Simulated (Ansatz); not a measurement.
## GaGe3: phonons with PBEsol

Crystal: GaGe3.

```
Ge Ga
1.0
     0.00000    3.38717    3.38717
     3.38717    0.00000    3.38717
     3.38717    3.38717    0.00000
Ge Ga
3 1
Cartesian
  3.3872 3.3872 3.3872
  5.0808 5.0808 5.0808
  1.6936 1.6936 1.6936
  0.0000 0.0000 0.0000
```

The cell comes from a database or a generator and needn't be the stable form of this composition.

- Program: Ansatz 0.2.0
- Task: phonons
- Functional: PBEsol
- Potentials or basis: all-electron LAPW, scalar-relativistic
- Cutoff: 200 eV (chosen from the basis error)
- Basis error allowed: 0.002 eV/atom
- k mesh: 7 × 7 × 7
- Occupations: fermi-dirac, width 0.05 eV
- Spin: no spin polarisation

* Band gap on the k mesh: none (metal or under the smearing width)
* Highest phonon frequency at Γ: 96 cm⁻¹

Levels at points of the mesh, in eV from the Fermi level:
```csv
k point,band 41,band 42,band 43,band 44,band 45,band 46,band 47,band 48
"(0.00, 0.00, 0.00)",-1.52,-1.52,-1.24,-1.24,-1.24,-1.15,0.31,0.31
```

Phonon frequencies in cm⁻¹ (negative: imaginary):
| q point | frequencies |
| --- | --- |
| (0.000, 0.000, 0.000) | 0 0 0 82 82 82 84 84 84 96 96 96 |

It took 76 s on 2 threads of Arm Neoverse V2, on a shared host, peak memory 0.55 GiB.

Caveat: a metal's response needs a denser mesh.
